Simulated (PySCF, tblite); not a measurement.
# C₃H₇BrGe: geometry, infrared bands, NMR shifts and spin-spin couplings

What infrared bands, NMR shifts and spin-spin couplings should C₃H₇BrGe (`C/C(Br)=[CH]/[GeH3]`) show?

The runs use tblite 0.8.0 and PySCF 2.14.0, with density-fitted response routines of our own; the level of theory stands in each step. All values are computed, except where a source is named. Atoms count from 0, in the outputs and in this text.

## (1) Starting geometry

12 atoms, charge 0, multiplicity 1; geometry from: force field or distance geometry start.

Bonds of the start (Å): C0–C1 1.53, C1–Br2 1.87, C1–C3 1.34, C3–Ge4 1.91, C0–H5 1.11, C0–H6 1.11, C0–H7 1.10, C3–H8 1.10, Ge4–H9 1.56, Ge4–H10 1.53, Ge4–H11 1.55.

## (2) Relaxing the molecule with GFN2-xTB

The job: settings as JSON, then the geometry in Å.

```
{"job": {"kind": "relax", "xc": "GFN2-xTB", "basis": "xTB"}, "charge": 0, "multiplicity": 1}
C      2.107400     0.022200    -0.013900
C      0.647100     0.463600    -0.012200
Br     0.129800     2.263500     0.004000
C     -0.241800    -0.537900    -0.003700
Ge    -2.113700    -0.146800     0.026000
H      2.128200    -0.769100    -0.791500
H      2.288600    -0.431700     0.986400
H      2.793800     0.857500    -0.228000
H      0.095800    -1.582100     0.004100
H     -2.626000    -0.324300    -1.432700
H     -2.917900    -1.121000     0.893200
H     -2.289900     1.305400     0.542100
```

Launch:

```bash
OMP_NUM_THREADS=1 python probes_run.py task.json out
```

The driver reads the jobs from task.json and runs them one after another.

What it wrote:

```text
step      E/eV     max force
  0    -433.87676    1.920
  1    -433.99440    0.874
  2    -434.09776    1.201
  3    -434.13130    0.648
  4    -434.16773    0.460
  5    -434.19550    0.501
  6    -434.21355    0.569
  7    -434.24424    0.547
  8    -434.26576    0.418
  9    -434.27683    0.238
 10    -434.28061    0.172
 11    -434.28371    0.168
 12    -434.28725    0.151
 13    -434.29012    0.148
 14    -434.29209    0.127
 15    -434.29327    0.114
 16    -434.29404    0.068
 17    -434.29451    0.053
 18    -434.29481    0.040
 19    -434.29507    0.049
 20    -434.29529    0.039
 21    -434.29546    0.038
 22    -434.29563    0.048
 23    -434.29586    0.054
 24    -434.29618    0.056
 25    -434.29653    0.048
 26    -434.29688    0.058
 27    -434.29729    0.071
 28    -434.29788    0.083
 29    -434.29873    0.088
 30    -434.29963    0.096
 31    -434.30047    0.098
 32    -434.30156    0.114
 33    -434.30337    0.166
 34    -434.30643    0.221
 35    -434.31082    0.264
 36    -434.31621    0.255
 37    -434.32244    0.192
 38    -434.32178    0.423
 39    -434.33080    0.375
 40    -434.33700    0.245
 41    -434.34171    0.180
 42    -434.34536    0.160
 43    -434.34950    0.200
 44    -434.35653    0.209
 45    -434.36072    0.329
 46    -434.36757    0.176
 47    -434.37262    0.159
 48    -434.37724    0.201
 49    -434.37953    0.143
 50    -434.38157    0.098
 51    -434.38343    0.106
 52    -434.38483    0.094
 53    -434.38656    0.085
 54    -434.38793    0.108
 55    -434.38938    0.122
 56    -434.39100    0.113
 57    -434.39293    0.094
 58    -434.39467    0.160
 59    -434.39593    0.079
 60    -434.39725    0.080
 61    -434.39832    0.073
 62    -434.39900    0.068
 63    -434.39975    0.066
 64    -434.40052    0.095
 65    -434.40156    0.116
 66    -434.40278    0.092
 67    -434.40374    0.063
 68    -434.40418    0.049
 69    -434.40440    0.039
 70    -434.40465    0.039
 71    -434.40490    0.035
 72    -434.40508    0.042
 73    -434.40520    0.038
 74    -434.40532    0.030
 75    -434.40550    0.036
 76    -434.40570    0.033
 77    -434.40583    0.022
 78    -434.40589    0.016
 79    -434.40593    0.015
 80    -434.40600    0.018
 81    -434.40612    0.030
 82    -434.40629    0.038
 83    -434.40643    0.031
 84    -434.40651    0.024
 85    -434.40656    0.017
 86    -434.40660    0.017
 87    -434.40665    0.018
 88    -434.40668    0.012
 89    -434.40670    0.010
 90    -434.40672    0.009
```

Run time: 0.78 s. Hardware: 1 thread of Arm Neoverse N1, shared host; peak memory 0.18 GiB.

Along the way: (not every step is listed)

| step | energy from step 0 (eV) | largest force (eV/Å) |
| --- | --- | --- |
| 0 | 0.0000 | 1.9197 |
| 1 | -0.1176 | 0.8743 |
| 2 | -0.2210 | 1.2015 |
| 3 | -0.2545 | 0.6480 |
| 4 | -0.2910 | 0.4597 |
| 5 | -0.3187 | 0.5006 |
| 6 | -0.3368 | 0.5689 |
| 7 | -0.3675 | 0.5472 |
| 8 | -0.3890 | 0.4175 |
| 15 | -0.4165 | 0.1142 |
| 22 | -0.4189 | 0.0483 |
| 29 | -0.4220 | 0.0883 |
| 36 | -0.4395 | 0.2551 |
| 43 | -0.4727 | 0.2001 |
| 50 | -0.5048 | 0.0977 |
| 57 | -0.5162 | 0.0945 |
| 64 | -0.5238 | 0.0955 |
| 71 | -0.5281 | 0.0346 |
| 78 | -0.5291 | 0.0163 |
| 85 | -0.5298 | 0.0171 |
| 86 | -0.5298 | 0.0169 |
| 87 | -0.5299 | 0.0177 |
| 88 | -0.5299 | 0.0122 |
| 89 | -0.5299 | 0.0105 |
| 90 | -0.5300 | 0.0091 |

Distances of close pairs at the start and the end, largest changes first:

| bond | before (Å) | after (Å) | change (Å) |
| --- | --- | --- | --- |
| Ge4–H9 | 1.556 | 1.491 | -0.065 |
| Ge4–H11 | 1.551 | 1.491 | -0.060 |
| C1–Br2 | 1.873 | 1.917 | +0.044 |
| C0–C1 | 1.526 | 1.488 | -0.038 |
| Ge4–H10 | 1.532 | 1.494 | -0.038 |
| C3–Ge4 | 1.913 | 1.944 | +0.032 |
| C0–H6 | 1.113 | 1.090 | -0.023 |
| C0–H5 | 1.110 | 1.088 | -0.021 |

The next job starts from the end point, and lists it.

## (3) Harmonic vibrations with GFN2-xTB

The job: settings as JSON, then the geometry in Å.

```
{"job": {"kind": "ir", "xc": "GFN2-xTB", "basis": "xTB"}, "charge": 0, "multiplicity": 1}
C      2.139444     0.039885    -0.005408
C      0.671119     0.277652    -0.024808
Br     0.181848     2.123806    -0.191042
C     -0.301953    -0.616566     0.055731
Ge    -2.181109    -0.120816     0.006184
H      2.350839    -1.024508     0.075100
H      2.595391     0.560655     0.836863
H      2.596180     0.428038    -0.916187
H     -0.020110    -1.656890     0.153286
H     -2.510986     0.575399    -1.270702
H     -3.002628    -1.365029     0.107334
H     -2.516837     0.777689     1.147622
```

What it wrote:

```text
mode    cm-1     km/mol
  1      98.9      0.93
  2     134.1      0.78
  3     163.3      0.03
  4     183.4      0.12
  5     263.3      1.86
  6     350.4      0.72
  7     407.2      1.43
  8     461.7     25.82
  9     534.1     91.15
 10     544.0     77.29
 11     710.7     76.54
 12     772.1    349.94
 13     791.3     31.40
 14     855.6     76.65
 15     858.4    100.78
 16    1012.7      1.65
 17    1024.4      2.87
 18    1067.9     59.16
 19    1201.3     20.78
 20    1397.8     20.98
 21    1456.2     11.14
 22    1466.1     11.39
 23    1665.0    120.97
 24    2011.7    122.94
 25    2090.0    475.83
 26    2096.6    352.50
 27    2998.3      5.75
 28    3013.6     14.60
 29    3031.7      0.11
 30    3037.3     32.62
```

It took 0.5 s on 1 thread of Arm Neoverse N1, shared host; peak memory 0.18 GiB.

Which atoms move in the most intense modes:

| cm⁻¹ | km/mol | atoms |
| --- | --- | --- |
| 534 | 91.2 | H9 33 %, H11 33 %, H10 13 % |
| 544 | 77.3 | H10 35 %, C1 17 %, H11 14 %, H9 14 % |
| 772 | 349.9 | H11 33 %, H9 33 %, H10 31 % |
| 858 | 100.8 | H9 49 %, H11 32 %, H10 16 % |
| 1665 | 121.0 | C1 55 %, C3 41 % |
| 2012 | 122.9 | H10 43 %, H9 29 %, H11 27 % |
| 2090 | 475.8 | H10 55 %, H9 31 %, H11 13 % |
| 2097 | 352.5 | H11 58 %, H9 39 % |

## (4) Shielding tensors: PBE0/pcSseg-1

The job, as its differences from that of step 3:

```diff
@@ -1,2 +1,2 @@
-{"job": {"kind": "ir", "xc": "GFN2-xTB", "basis": "xTB"}, "charge": 0, "multiplicity": 1}
+{"job": {"kind": "nmr", "xc": "PBE0", "basis": "pcSseg-1"}, "charge": 0, "multiplicity": 1}
 C      2.139444     0.039885    -0.005408
```

With the program's defaults for keys left out, this is: GIAO PBE0/pcSseg-1 NMR shielding, non-relativistic, gas phase.

What it wrote:

```text
coarse grid: 47592 points
cycle   1  E = -4768.3725837894  dE = -1.437e+00  |g| = 1.113e+00  |ddm| = 3.398e+00
cycle   2  E = -4768.3461145237  dE =  2.647e-02  |g| = 9.644e-01  |ddm| = 8.727e-01
cycle   3  E = -4768.4324569103  dE = -8.634e-02  |g| = 2.231e-01  |ddm| = 6.683e-01
cycle   4  E = -4768.4405766431  dE = -8.120e-03  |g| = 1.021e-01  |ddm| = 2.515e-01
cycle   5  E = -4768.4430145847  dE = -2.438e-03  |g| = 1.400e-02  |ddm| = 8.985e-02
cycle   6  E = -4768.4430469444  dE = -3.236e-05  |g| = 4.333e-03  |ddm| = 1.569e-02
cycle   7  E = -4768.4430520695  dE = -5.125e-06  |g| = 1.150e-03  |ddm| = 5.909e-03
final grid: 97344 points
cycle   8  E = -4768.4430591487  dE =  2.414e-07  |g| = 1.510e-03  |ddm| = 2.603e-03
cycle   9  E = -4768.4430584303  dE =  7.183e-07  |g| = 2.236e-03  |ddm| = 3.847e-03
cycle  10  E = -4768.4430596500  dE = -1.220e-06  |g| = 1.700e-04  |ddm| = 2.406e-03
cycle  11  E = -4768.4430596560  dE = -5.990e-09  |g| = 3.787e-05  |ddm| = 1.494e-04
cycle  12  E = -4768.4430596564  dE = -3.893e-10  |g| = 5.929e-06  |ddm| = 4.367e-05
converged SCF energy = -4768.4430596564

GIAO shielding tensors (ppm)
atom      isotropic    diamagn.    paramagn.     s11        s22        s33       span
  0 C      152.859     245.562     -92.703    128.358    141.517    188.703     60.344
  1 C       21.083     256.045    -234.962    -93.999     67.414     89.835    183.834
  2 Br    1920.205    3124.416   -1204.211   1420.934   1599.618   2740.062   1319.129
  3 C       55.567     256.406    -200.838    -42.504     71.005    138.201    180.705
  4 Ge    1591.329    2754.240   -1162.911   1542.138   1558.138   1673.711    131.574
  5 H       29.449      29.247       0.202     25.086     27.727     35.535     10.449
  6 H       29.161      27.900       1.261     24.894     27.869     34.722      9.828
  7 H       29.175      27.920       1.255     24.834     27.982     34.709      9.875
  8 H       25.450      32.857      -7.408     22.737     25.829     27.784      5.046
  9 H       27.714      28.587      -0.873     20.370     24.387     38.385     18.015
 10 H       28.073      28.405      -0.332     21.149     22.382     40.688     19.539
 11 H       27.728      28.589      -0.861     20.400     24.342     38.441     18.042
```

Run time: 49 s. Hardware: 1 thread of Arm Neoverse N1, shared host; peak memory 0.84 GiB.

The references, computed at this level on geometries of the same kind, shield at (ppm): 1H TMS 31.72, 13C TMS 186.9, 73Ge GeMe4 1331, 79Br HBr 2622. Their shielding less the atom's gives the shift. The references are single molecules in the gas phase. Atoms listed in one row are averaged.

| atoms | environment | σ (ppm) | δ (ppm) |
| --- | --- | --- | --- |
| C1 | fully substituted alkene carbon | 21.1 | 165.8 |
| C3 | alkene CH | 55.6 | 131.4 |
| C0 | allylic methyl carbon | 152.9 | 34.1 |
| H8 | hydrogen on an alkene CH | 25.45 | 6.27 |
| H9, H10, H11 | hydrogen on a germanium bonded to C | 27.84 | 3.88 |
| H5, H6, H7 | hydrogen on an allylic methyl carbon | 29.26 | 2.46 |
| Br2 | bromine bonded to C | 1920 | 702 |
| Ge4 | germanium bonded to C, 3 H | 1591 | -260 |

The run also stored atomic charges by several schemes (e):

| atoms | Mulliken | IAO | Hirshfeld | ESP fit |
| --- | --- | --- | --- | --- |
| C0 | -0.11 | -0.43 | -0.12 | -0.44 |
| C1 | -0.24 | -0.01 | 0.02 | 0.09 |
| Br2 | -0.13 | -0.02 | 0.00 | -0.06 |
| C3 | -0.35 | -0.42 | -0.16 | -0.33 |
| Ge4 | 0.35 | 0.49 | 0.27 | 0.30 |

Mayer bond orders: C0–C1 1.04, C1–Br2 1.04, C1–C3 1.79, C3–Ge4 0.85.

The fields below are evaluated on a grid from the run's orbitals.

Frontier orbitals at PBE0/pcSseg-1, with the share of their density that lies nearest to each atom:

| orbital | energy (eV) | lies on |
| --- | --- | --- |
| HOMO | -7.36 | Br2 36 %; C3 31 %; C1 19 % |
| LUMO | -0.44 | C1, C3 about 32 % each; H8 8 % |

ELF in a plane through or near 8 of the atoms.

Values, 10 rows by 14 columns:
```
0.00 0.00 0.00 0.00 0.00 0.00 0.00 0.00 0.00 0.00 0.00 0.00 0.00 0.00
0.00 0.00 0.00 0.00 0.01 0.34 0.34 0.21 0.11 0.00 0.00 0.00 0.00 0.00
0.00 0.00 0.00 0.00 0.28 0.86 0.29 0.40 0.74 0.02 0.00 0.00 0.00 0.00
0.00 0.00 0.00 0.02 0.02 0.55 0.27 0.27 0.60 0.06 0.14 0.04 0.00 0.00
0.00 0.00 0.03 0.23 0.49 0.49 0.64 0.32 0.08 0.17 0.28 0.13 0.01 0.00
0.00 0.00 0.03 0.28 0.32 0.84 0.49 0.46 0.92 0.65 0.28 0.47 0.09 0.00
0.00 0.00 0.02 0.84 1.00 0.46 0.52 0.95 0.59 0.36 1.00 1.00 0.84 0.00
0.00 0.00 0.00 0.20 0.84 0.01 0.86 0.99 0.33 0.04 0.97 0.96 0.13 0.00
0.00 0.00 0.00 0.00 0.00 0.00 0.00 0.01 0.00 0.00 0.00 0.00 0.00 0.00
0.00 0.00 0.00 0.00 0.00 0.00 0.00 0.00 0.00 0.00 0.00 0.00 0.00 0.00
```
The map spans 11.3 Å across and 9.4 Å up, centred on the molecule. Atoms in the plane (x, y in Å): C0 (-2.1, -0.1), C1 (-0.7, 0.2), Br2 (-0.3, 2.1), C3 (0.3, -0.6), Ge4 (2.2, 0.0), H5 (-2.3, -1.1), H8 (0.1, -1.7), H10 (3.1, -1.2).

log10 of the density (e/Å³) in the same plane.

Ten even steps from '0' (-4.0) to '9' (2.1):
```
0000000000011111000000000000
0000000001222222110000000000
0000000022344443321000000000
0000000123455554432100000000
0000001234567766543221100000
0000011234569986543332211000
0000122334567876544443321000
0001233444566665445554332100
0001334555666655456655432100
0012345677679666568975432110
0002345687666776668975443210
0001234666556677656666543210
0001234566545666555566543210
0001224555445676544555543210
0000112333334554433344332100
0000001222223343322232221000
0000000000011121111111100000
0000000000000000000000000000
0000000000000000000000000000
0000000000000000000000000000
```
The map spans 11.3 Å across and 9.4 Å up, centred on the molecule. Atoms in the plane (x, y in Å): C0 (-2.1, -0.1), C1 (-0.7, 0.2), Br2 (-0.3, 2.1), C3 (0.3, -0.6), Ge4 (2.2, 0.0), H5 (-2.3, -1.1), H8 (0.1, -1.7), H10 (3.1, -1.2).

On the surface of density 0.002 e/bohr³ the electrostatic potential runs, from the 1st to the 99th percentile, from -0.55 V near Br2 to 1.00 V near H8.

## (5) Indirect couplings: B3LYP/pcSseg-1+pcJ-1

The job, as its differences from that of step 4:

```diff
@@ -1,2 +1,2 @@
-{"job": {"kind": "nmr", "xc": "PBE0", "basis": "pcSseg-1"}, "charge": 0, "multiplicity": 1}
+{"job": {"kind": "j", "xc": "B3LYP", "basis": "pcJ-1"}, "charge": 0, "multiplicity": 1}
 C      2.139444     0.039885    -0.005408
```

Method: B3LYP/pcJ-1 Br:pcSseg-1 Ge:pcSseg-1 indirect spin-spin coupling, non-relativistic, gas phase.

What it wrote:

```text
coarse grid: 47592 points
cycle   1  E = -4769.1776490896  dE = -1.461e+00  |g| = 1.202e+00  |ddm| = 3.198e+00
cycle   2  E = -4769.1289593184  dE =  4.869e-02  |g| = 1.112e+00  |ddm| = 1.012e+00
cycle   3  E = -4769.2490699377  dE = -1.201e-01  |g| = 2.601e-01  |ddm| = 8.024e-01
cycle   4  E = -4769.2602526642  dE = -1.118e-02  |g| = 1.255e-01  |ddm| = 2.965e-01
cycle   5  E = -4769.2639039393  dE = -3.651e-03  |g| = 1.966e-02  |ddm| = 1.074e-01
cycle   6  E = -4769.2639723927  dE = -6.845e-05  |g| = 7.653e-03  |ddm| = 2.349e-02
cycle   7  E = -4769.2639879898  dE = -1.560e-05  |g| = 1.266e-03  |ddm| = 8.658e-03
cycle   8  E = -4769.2639882191  dE = -2.293e-07  |g| = 1.959e-04  |ddm| = 1.159e-03
final grid: 97344 points
cycle   9  E = -4769.2639954095  dE = -2.797e-08  |g| = 1.984e-04  |ddm| = 1.304e-03
cycle  10  E = -4769.2639954015  dE =  8.002e-09  |g| = 2.775e-04  |ddm| = 4.110e-04
cycle  11  E = -4769.2639954173  dE = -1.573e-08  |g| = 6.835e-05  |ddm| = 2.422e-04
cycle  12  E = -4769.2639954184  dE = -1.173e-09  |g| = 5.066e-06  |ddm| = 6.119e-05
cycle  13  E = -4769.2639954184  dE = -1.273e-11  |g| = 1.592e-06  |ddm| = 6.286e-06
converged SCF energy = -4769.2639954184

Indirect spin-spin couplings (Hz)
  i      j    bonds     total        FC       PSO       DSO        SD
  0 C    1 C    1     48.788    50.279    -1.810     0.320         -
  0 C    3 C    2      1.932     2.294    -0.383     0.020         -
  0 C    5 H    1    134.968   133.135     1.059     0.773         -
  0 C    6 H    1    136.165   134.283     1.061     0.821         -
  0 C    7 H    1    136.248   134.367     1.058     0.823         -
  0 C    8 H    3      5.829     5.807    -0.106     0.128         -
  0 C    9 H    4     -0.595    -0.478     0.162    -0.279         -
  0 C   10 H    4      0.172     0.341     0.192    -0.361         -
  0 C   11 H    4     -0.604    -0.487     0.163    -0.280         -
  1 C    3 C    1     80.306    89.189    -9.276     0.393         -
  1 C    5 H    2      1.740     1.713    -0.142     0.170         -
  1 C    6 H    2    -10.471   -10.645    -0.059     0.233         -
  1 C    7 H    2    -10.510   -10.682    -0.064     0.235         -
  1 C    8 H    2      6.639     8.145    -1.553     0.048         -
  1 C    9 H    3      2.664     2.839    -0.093    -0.082         -
  1 C   10 H    3      6.711     7.032     0.299    -0.620         -
  1 C   11 H    3      2.679     2.855    -0.091    -0.085         -
  3 C    5 H    3      3.811     3.886    -0.315     0.240         -
  3 C    6 H    3      6.370     6.269     0.285    -0.183         -
  3 C    7 H    3      6.393     6.290     0.292    -0.189         -
  3 C    8 H    1    163.161   161.615     0.219     1.327         -
  3 C    9 H    2      3.035     3.486     0.066    -0.517         -
  3 C   10 H    2     11.201    11.699    -0.034    -0.464         -
  3 C   11 H    2      3.038     3.484     0.065    -0.511         -
  5 H    6 H    2    -13.495   -13.981     2.793    -2.307         -
  5 H    7 H    2    -13.468   -13.956     2.788    -2.300         -
  5 H    8 H    4      0.348    -0.123    -1.523     1.994         -
  5 H    9 H    5     -0.406     0.036     0.674    -1.116         -
  5 H   10 H    5     -0.298     0.102     0.433    -0.833         -
  5 H   11 H    5     -0.391     0.058     0.680    -1.129         -
  6 H    7 H    2    -19.469   -20.163     2.679    -1.985         -
  6 H    8 H    4     -2.083    -2.335     1.006    -0.753         -
  6 H    9 H    5      1.544     2.146     0.818    -1.419         -
  6 H   10 H    5     -0.680    -0.000     0.740    -1.420         -
  6 H   11 H    5      2.890     3.114     0.390    -0.615         -
  7 H    8 H    4     -1.967    -2.218     1.041    -0.791         -
  7 H    9 H    5      2.771     2.998     0.391    -0.619         -
  7 H   10 H    5     -0.648     0.035     0.741    -1.424         -
  7 H   11 H    5      1.482     2.086     0.816    -1.419         -
  8 H    9 H    3      1.495     2.992     1.280    -2.777         -
  8 H   10 H    3      1.209     1.072    -0.048     0.186         -
  8 H   11 H    3      1.452     2.926     1.266    -2.740         -
  9 H   10 H    2      7.979    11.364     1.212    -4.598         -
  9 H   11 H    2      4.408     7.655     1.148    -4.394         -
 10 H   11 H    2      7.839    11.238     1.216    -4.615         -
```

Run time: 87 s. Hardware: 1 thread of Arm Neoverse N1, shared host; peak memory 0.97 GiB.

Couplings of 1 Hz or more, nine at most for each number of bonds, with means over like pairs (isotopes 13C, 1H):

| pair | bonds | J (Hz) | Fermi contact (Hz) | dihedral (°) |
| --- | --- | --- | --- | --- |
| C3–H8 | 1 | 163.2 | 161.6 | – |
| C0–H5 | 1 | 135.8 | 133.9 | – |
| C1–C3 | 1 | 80.3 | 89.2 | – |
| C0–C1 | 1 | 48.8 | 50.3 | – |
| H5–H6 | 2 | -15.5 | -16.0 | – |
| H9–H10 | 2 | 6.7 | 10.1 | – |
| C1–H8 | 2 | 6.6 | 8.1 | – |
| C1–H5 | 2 | -6.4 | -6.5 | – |
| C3–H9 | 2 | 5.8 | 6.2 | – |
| C0–C3 | 2 | 1.9 | 2.3 | – |
| C0–H8 | 3 | 5.8 | 5.8 | 0 |
| C3–H5 | 3 | 5.5 | 5.5 | – |
| C1–H9 | 3 | 4.0 | 4.2 | – |
| H8–H9 | 3 | 1.4 | 2.3 | – |
| H5–H8 | 4 | -1.2 | -1.6 | – |

The spin-dipole term was not solved, so all couplings lack that part.

The response was solved for the nuclei of C, H alone, so couplings that need other nuclei can be missing.

Quadrupole couplings from the field gradients of the same density:

| atom | isotope | eQq/h (MHz) | η |
| --- | --- | --- | --- |
| Br2 | 79Br | 536.5 | 0.08 |
| Ge4 | 73Ge | -22.9 | 0.26 |

Shifts (PBE0/pcSseg-1, unscaled) and these couplings together give the proton spectrum at 400 MHz below. Couplings to quadrupolar nuclei are left out.

1H NMR δ 6.27 (sept, J = 1.3 Hz, 1H), 3.88 (d, J = 1.4 Hz, 3H), 2.46 (d, J = 1.2 Hz, 3H).

## (6) Summary of results

| quantity | value |
| --- | --- |
| strongest single infrared mode (GFN2-xTB) | 2090 cm⁻¹, 476 km/mol |
| zero-point energy (GFN2-xTB) | 51.0 kcal/mol |
| 13C shifts against TMS (PBE0/pcSseg-1) | 165.8, 131.4, 34.1 ppm |
| 1H shifts against TMS (PBE0/pcSseg-1, means over atoms taken as alike) | 6.27, 3.88, 2.46 ppm |
| 79Br shifts against HBr (PBE0/pcSseg-1) | 702 ppm |
| 73Ge shifts against GeMe4 (PBE0/pcSseg-1) | -260 ppm |
| surface potential, 1st and 99th percentile | -0.55 V and 1.00 V |
| largest coupling of the table (B3LYP/pcSseg-1+pcJ-1) | 1J(C,H) C3–H8, 163.2 Hz |

What this shows: The optimisation took 90 steps and gained 0.530 eV; among the close pairs (by a distance rule), Ge4–H9 changed most, from 1.556 to 1.491 Å. All 30 modes are real, so the xTB geometry is a minimum. The strongest single mode, at 2090 cm⁻¹, moves mainly H10 and H9. Unscaled tight-binding wavenumbers are off by several per cent, some by more. Its intensities can rank the bands wrongly. C1 stands next to heavy halogen, whose spin-orbit shielding this run leaves out, so the computed shift lies too far downfield, most of all for carbon beside Br or I. H8 (hydrogen on an alkene CH) lies farthest downfield among hydrogen, at 6.27 ppm; a vinylic proton, deshielded by the sp2 carbon and the C=C anisotropy. At PBE0/pcSseg-1: The largest span, 1319 ppm, is at Br2, where the paramagnetic term is -1204 ppm. By nearest atom (PBE0/pcSseg-1), the HOMO sits on Br2 36 %; C3 31 % and the LUMO on C1, C3 about 32 % each; H8 8 %. Of the pairs tabulated at B3LYP/pcSseg-1+pcJ-1, C3–H8 couples most strongly (163.2 Hz; Fermi contact 161.6 Hz). Spin-orbit coupling is left out, which matters for shieldings and couplings at and beside the heavy atoms.
